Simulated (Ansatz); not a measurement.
# Bi2B4: energies up the ladder

One table from this session's results is given with a row withheld; the runs are named, their logs left out.

Program: Ansatz 0.2.0. Level of theory: the levels named in each step. These are calculated values, not measurements.

## The starting structure

Bond lengths: Bi1–B2 2.205 Å, Bi1–B3 2.384 Å, B2–B3 1.606 Å, Bi1–B4 1.950 Å, B2–B4 1.749 Å, B3–B4 1.595 Å, Bi1–Bi5 2.807 Å, B2–Bi5 1.950 Å, B4–Bi5 2.205 Å, B2–B6 1.595 Å, B3–B6 1.685 Å, B4–B6 1.606 Å, Bi5–B6 2.384 Å. Angles (14 of 44 angles, heavy atoms first): Bi1–B2–B3 75.6°, Bi1–B2–B4 57.7°, Bi1–B2–Bi5 84.7°, Bi1–B2–B6 114.4°, B3–B2–B4 56.6°, B3–B2–Bi5 128.9°, B3–B2–B6 63.5°, B4–B2–Bi5 73.0°, B4–B2–B6 57.2°, Bi5–B2–B6 83.9°, B2–Bi1–B3 40.7°, B2–Bi1–B4 49.3°, B2–Bi1–Bi5 43.8°, B3–Bi1–B4 41.7°.

Coordinates:

```xyz
6

Bi   -0.1933    1.4000    0.0002
B    -1.0361   -0.4637    0.8247
B    -2.2822    0.2557    0.1119
B    -1.0859   -0.0916   -0.8839
Bi    0.5171   -1.3153    0.0089
B    -1.8555   -1.3386   -0.2273
```

Set-up of the first run:

The input, input.yaml:

```yaml
crystal:
  periodic: [false, false, false]
  atoms:
    - { symbol: Bi, position_ang: [-0.19326, 1.40002, 0.00017] }
    - { symbol: B, position_ang: [-1.03613, -0.46367, 0.82471] }
    - { symbol: B, position_ang: [-2.28218, 0.25575, 0.11193] }
    - { symbol: B, position_ang: [-1.08587, -0.09165, -0.88386] }
    - { symbol: Bi, position_ang: [0.51709, -1.31527, 0.00886] }
    - { symbol: B, position_ang: [-1.8555, -1.33857, -0.22727] }
basis:
  gaussian: { orbitals: def2-SVPD }
hamiltonian:
  xc: pbe
  dispersion: d4
relax:
  f_tol: 0.03
  max_steps: 200
```

The run is started by

```sh
$ ansatz run input.yaml --threads 4 --pin off --max-ram 10240MiB --backend cpu --events-out ev --progress --plain --runs-dir out
```

Among the steps run: A rough first relaxation, PBE-D4/def2-SVPD; Relaxation, PBE0-D4/def2-TZVPPD; Frequencies, PBE0-D4/def2-TZVPPD; Single point, PBE-D4/def2-TZVPPD; Single point, r2SCAN-D4/def2-TZVPPD; Single point, B3LYP-D4/def2-TZVPPD; Single point, wB97M-V/def2-TZVPPD; Single point, B2PLYP/def2-TZVPPD; Single point, LDA/def2-TZVPPD; Single point, PBE0-D4/def2-SVPD; Single point, PBE-D4/def2-SVPD; The anion of multiplicity 2 at the same geometry, PBE0-D4/def2-TZVPPD; The anion of multiplicity 2 at the same geometry, PBE-D4/def2-TZVPPD; The anion of multiplicity 2 at the same geometry, r2SCAN-D4/def2-TZVPPD; The anion of multiplicity 2 at the same geometry, B3LYP-D4/def2-TZVPPD; The anion of multiplicity 2 at the same geometry, wB97M-V/def2-TZVPPD; The anion of multiplicity 2 at the same geometry, B2PLYP/def2-TZVPPD.

One table of the session follows, with a row left open; its other results are not shown here.

It belongs to the step «Vertical electron affinity». 

```
                level  vertical electron affinity (eV)
   PBE-D4/def2-TZVPPD                            1.972
r2SCAN-D4/def2-TZVPPD                            2.115
 B3LYP-D4/def2-TZVPPD                                ?
  wB97M-V/def2-TZVPPD                            1.782
   B2PLYP/def2-TZVPPD                            1.927
```

**Question.** Estimate the row for B3LYP-D4/def2-TZVPPD.

**Answer.** vertical electron affinity (eV): 1.935. In the column «vertical electron affinity (eV)» it lies between B2PLYP/def2-TZVPPD (1.927) and PBE-D4/def2-TZVPPD (1.972).
